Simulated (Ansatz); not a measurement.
# BGaH₄O: how energies converge with the basis set

The task here is to estimate one member of a computed series from the others.

Computed with Ansatz 0.2.0, Gaussian basis. Level: one geometry, several basis sets.

The runs, in order: PBE0-D4/def2-SVP; ωB97M-V/def2-SVP; PBE0-D4/def2-QZVPP; ωB97M-V/def2-QZVPP; the functionals' def2-TZVPP values are taken from earlier runs.

**The relaxed structure**

All runs share one geometry, relaxed beforehand with PBE0-D4 in a triple-zeta def2 set.

SMILES `[BH2][GaH][OH]`, 7 atoms, charge 0, spin multiplicity 1.

Atoms are counted from 1 here; the program's logs count them from 0.

Bond lengths: B1–Ga2 2.082 Å, B1–H4 1.197 Å, B1–H5 1.197 Å, Ga2–O3 1.799 Å, Ga2–H6 1.566 Å, O3–H7 0.959 Å. Angles: Ga2–B1–H4 121.9°, Ga2–B1–H5 121.9°, H4–B1–H5 116.1°, B1–Ga2–O3 119.8°, B1–Ga2–H6 129.7°, O3–Ga2–H6 110.5°, Ga2–O3–H7 114.6°.

Set-up of the first run:

Contents of in.yaml:

```yaml
crystal:
  periodic: [false, false, false]
  atoms:
    - {symbol: B, position_ang: [-1.372810, 0.018298, 0.020404]}
    - {symbol: Ga, position_ang: [0.638609, 0.008523, 0.559121]}
    - {symbol: O, position_ang: [1.905214, -0.084042, -0.714503]}
    - {symbol: H, position_ang: [-2.005094, -0.993007, -0.084312]}
    - {symbol: H, position_ang: [-1.965789, 1.035751, -0.195563]}
    - {symbol: H, position_ang: [1.293709, 0.071991, 1.980129]}
    - {symbol: H, position_ang: [1.567460, -0.125515, -1.610878]}
basis:
  gaussian: {orbitals: def2-SVP}
hamiltonian: {xc: pbe0, dispersion: d4}
output: {orbitals: {seedname: orbitals}}
```

On the command line:

```sh
ansatz run in.yaml --threads 2 --pin off --events-out ev --progress --plain --max-ram 4352MiB
```

Among the steps run: PBE0-D4 in def2-SVP; ωB97M-V in def2-SVP; PBE0-D4 in def2-QZVPP; ωB97M-V in def2-QZVPP.

One table of the session follows, with a row left open; its other results are not shown here.

It belongs to the step «Density functionals: the series». 

| functional | basis | HOMO (eV) | LUMO (eV) |
| --- | --- | --- | --- |
| PBE0-D4 | def2-SVP | -7.56 | -2.52 |
| PBE0-D4 | def2-TZVPP | -7.64 | -2.59 |
| PBE0-D4 | def2-QZVPP | -7.67 | -2.61 |
| ωB97M-V | def2-SVP | -9.69 | -0.48 |
| ωB97M-V | def2-TZVPP | ? | ? |
| ωB97M-V | def2-QZVPP | -9.83 | -0.73 |

Estimate the missing values for ωB97M-V, def2-TZVPP.

**Answer.** HOMO (eV): -9.80; LUMO (eV): -0.66. In the column «HOMO (eV)» it lies between ωB97M-V, def2-QZVPP (-9.83) and ωB97M-V, def2-SVP (-9.69).
